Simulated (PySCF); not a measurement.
# A diatomic session: ZrI

The task here is to estimate one member of a computed series from the others.

Program: PySCF 2.14.0. Level of theory: Zr def2-TZVPP with ECP28, I def2-TZVPP with ECP28, scalar-relativistic core potentials. These are calculated values, not measurements.

Set-up of the first run:

A driver script around PySCF takes these settings:

```
atoms                         : Zr, I
charge                        : 0
basis                         : Zr def2-TZVPP with ECP28, I def2-TZVPP with ECP28
Hamiltonian                   : scalar-relativistic core potentials
basis functions               : 106
electrons treated             : 37
masses in u                   : 89.9047, 126.9045
levels                        : PBE0, PBE, r²SCAN, TPSS, BHandHLYP, B97-3, PW91, ωB97X, HF, MP2, SCS-MP2
grid                          : 80 radial by 434 angular points
occupations                   : held fixed by the projection of orbital angular momentum
dissociation limit            : Zr + I, each in its ground configuration
starting distance in angstrom : 2.715
values of 2S to try           : 1, 3, 5
```

Started as:

```
> OMP_NUM_THREADS=2 python dia.py task.json out
```

Among the steps run: Input; PBE0 along the bond; Other states along the same grid; PBE (GGA); r²SCAN; TPSS; BHandHLYP (global hybrid GGA); B97-3; PW91 (GGA); ωB97X; UHF (mean field).

One table of the session follows, with a row left open; its other results are not shown here.

| level | Re (Å) | ωe (cm⁻¹) | De (eV) | μ (D) |
| --- | --- | --- | --- | --- |
| UHF | 2.858 | 188.8 | 3.01 | -4.40 |
| UHF-MP2 | 2.713 | 218.1 | 3.57 | n/a |
| UHF-SCS-MP2 | 2.745 | 211.1 | 3.20 | n/a |
| PBE | 2.725 | 209.9 | 3.80 | -3.21 |
| PW91 | 2.724 | 210.4 | 3.85 | -3.21 |
| TPSS | 2.739 | 207.8 | 3.80 | -3.40 |
| r²SCAN | ? | ? | ? | ? |
| PBE0 | 2.730 | 211.5 | 3.73 | -3.77 |
| B97-3 | 2.757 | 202.4 | 3.19 | -3.58 |
| BHandHLYP | 2.773 | 202.8 | 3.18 | -4.25 |
| ωB97X | 2.753 | 207.8 | 2.97 | -4.14 |

Estimate the missing values for r²SCAN.

As computed: Re (Å): 2.734; ωe (cm⁻¹): 210.6; De (eV): 4.00; μ (D): -3.62. In the column «Re (Å)» it lies between PBE0 (2.730) and TPSS (2.739).

De is counted to Zr + I in their ground configurations.
